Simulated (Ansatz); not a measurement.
# CH3F2NSi: the cost of one run

Method: the settings change from run to run; program: Ansatz 0.2.0, Gaussian basis.

### 1 The molecule

An earlier PBE0-D4 in a triple-zeta def2 set relaxation fixed the geometry.

SMILES `C=N[SiH](F)F`, 8 atoms, charge 0, spin multiplicity 1.

Atoms are counted from 1 here; the program's logs count them from 0.

Bond lengths: C1–N2 1.258 Å, C1–H6 1.096 Å, C1–H7 1.099 Å, N2–Si3 1.711 Å, Si3–F4 1.591 Å, Si3–F5 1.582 Å, Si3–H8 1.468 Å. Angles: N2–C1–H6 120.1°, N2–C1–H7 124.1°, H6–C1–H7 115.7°, C1–N2–Si3 127.5°, N2–Si3–F4 112.8°, N2–Si3–F5 107.9°, N2–Si3–H8 110.9°, F4–Si3–F5 106.7°, F4–Si3–H8 108.8°, F5–Si3–H8 109.6°.

### 2 B3LYP5/def2-mTZVP

This run has unrestricted orbitals, high accuracy.

File in.yaml:

```yaml
crystal:
  periodic: [false, false, false]
  atoms:
    - {symbol: C, position_ang: [0.398858, 1.472455, 0.068205]}
    - {symbol: N, position_ang: [-0.393062, 0.570772, 0.446173]}
    - {symbol: Si, position_ang: [-0.390032, -1.076614, -0.014653]}
    - {symbol: F, position_ang: [0.815047, -1.443260, -0.986462]}
    - {symbol: F, position_ang: [-0.199602, -1.946953, 1.292211]}
    - {symbol: H, position_ang: [0.277723, 2.498801, 0.432558]}
    - {symbol: H, position_ang: [1.236216, 1.307532, -0.624728]}
    - {symbol: H, position_ang: [-1.652848, -1.439932, -0.669203]}
basis:
  gaussian: {orbitals: def2-mTZVP}
magnetization: {spin_polarized: true, initial_magnetization: 0}
hamiltonian: {xc: {name: B3LYP5}}
accuracy: high
output: {forces: true}
```

Command:

```sh
$ ansatz run in.yaml --threads 2 --pin off --events-out ev --progress --plain --max-ram 4352MiB
```

Q: Estimate wall time and peak memory on 2 threads of Arm Neoverse V1, shared host.

About 11 s, with a peak of 0.56 GiB.
